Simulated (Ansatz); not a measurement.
# Ti2CCl2: the cost of one run

Program: Ansatz 0.2.0. Level of theory: DFT PBE, scalar-relativistic, plane waves, PAW. These are calculated values, not measurements.

1 further run of the same task is left out (it didn't finish).

## (1) The structure to begin with

It takes space group I4/mmm (No. 139, tetragonal). The conventional cell has a = 3.986 Å, b = 3.986 Å, c = 10.458 Å, α = 90.00°, β = 90.00°, γ = 90.00°. Ti (site symmetry -4m2) is surrounded by 4 Cl at 2.38 Å and 4 Ti at 2.82 Å and 4 C at 3.29 Å. C (site symmetry 4/mmm) is surrounded by 8 Cl at 3.11 Å and 8 Ti at 3.29 Å. Cl (site symmetry 4mm) is surrounded by 4 Ti at 2.38 Å.

As a file:

```
CELL_PARAMETERS angstrom
-1.99290 1.99290 5.22889
1.99290 -1.99290 5.22889
1.99290 1.99290 -5.22889
ATOMIC_POSITIONS crystal
Ti 0.25000 0.75000 0.50000
Ti 0.75000 0.25000 0.50000
C 0.00000 0.00000 0.00000
Cl 0.62600 0.62600 0.00000
Cl 0.37400 0.37400 0.00000
```

(A quick probe on a coarse mesh, which set the mesh and smearing, is not shown.)

## (3) A loose first relaxation

input.yaml reads:

```yaml
crystal:
  lattice:
    - [-1.9928959894, 1.9928959894, 5.2288855168]
    - [1.9928959894, -1.9928959894, 5.2288855168]
    - [1.9928959894, 1.9928959894, -5.2288855168]
  atoms:
    - { symbol: Ti, position: [0.25, 0.75, 0.5] }
    - { symbol: Ti, position: [0.75, 0.25, 0.5] }
    - { symbol: C, position: [0.0, 0.0, 0.0] }
    - { symbol: Cl, position: [0.626, 0.626, 0.0] }
    - { symbol: Cl, position: [0.374, 0.374, 0.0] }
basis:
  ecutwfc: 420
kpoints:
  mp_grid: { grid: [6, 6, 6] }
hamiltonian:
  xc: pbe
scf:
  occupations: { method: gaussian, width: 0.1 }
  lower_state_search: "off"
output:
  forces: true
  stress: true
  eigenvalues: true
relax:
  adjacent_minimum: "off"
  f_tol: 0.04
  max_steps: 70
  cell: { stress_tol: 0.4 }
```

Command:

```sh
> ansatz run input.yaml --threads 1 --pin off --max-ram 2560MiB --backend cpu --events-out ev --progress --plain --runs-dir out
```

**Question.** How long does this run take on 1 thread of Arm Neoverse N1, shared host, and how much memory does it need?

About 64 s, with a peak of 0.37 GiB.
